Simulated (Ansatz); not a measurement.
Runs of Ansatz 0.2.0 on Sn3Se. Symmetry: Pm-3m, No. 221, cubic system. The conventional cell has a = 4.742 Å, b = 4.742 Å, c = 4.742 Å, α = 90.00°, β = 90.00°, γ = 90.00°. Sn (site symmetry 4/mmm) is surrounded by 8 Sn at 3.35 Å and 4 Se at 3.35 Å. Se (site symmetry m-3m) has 12 Sn at 3.35 Å as nearest neighbours. The cell comes from a database or a generator and needn't be the stable form of this composition.

```tsv
level	gap on the mesh (eV)	pressure (GPa)	relaxed volume (Å³/atom)
PBEsol+D3(BJ)	none	0.0	24.08
PBEsol	none	0.0	(a)
PBEsol+D3(BJ)-ATM	none	0.0	24.20
PBEsol+D4	none	0.0	24.52
```

Alike in all rows: task relaxation of cell and atoms; potentials or basis Ansatz PAW; no spin polarisation; cell relaxed; k mesh 6 × 6 × 6; cutoff (eV) 420; smearing fermi-dirac 0.05 eV.

Q: Fill in the values left out.

A: (a) 25.26.

Caveats: the plane-wave basis is chosen anew once the cell has moved, so the energies of steps on either side of that aren't comparable; the PAW data sets come from PBE, with cores solved anew for the run's functional, which leaves a small shift of forces and pressure; pairwise dispersion overbinds metals, which lowers pressure and volume (some runs).

A k mesh can miss the band edges, and the runs leave out spin-orbit coupling on Se, Sn.

A gap of «none» marks a metal or a gap under the smearing width.
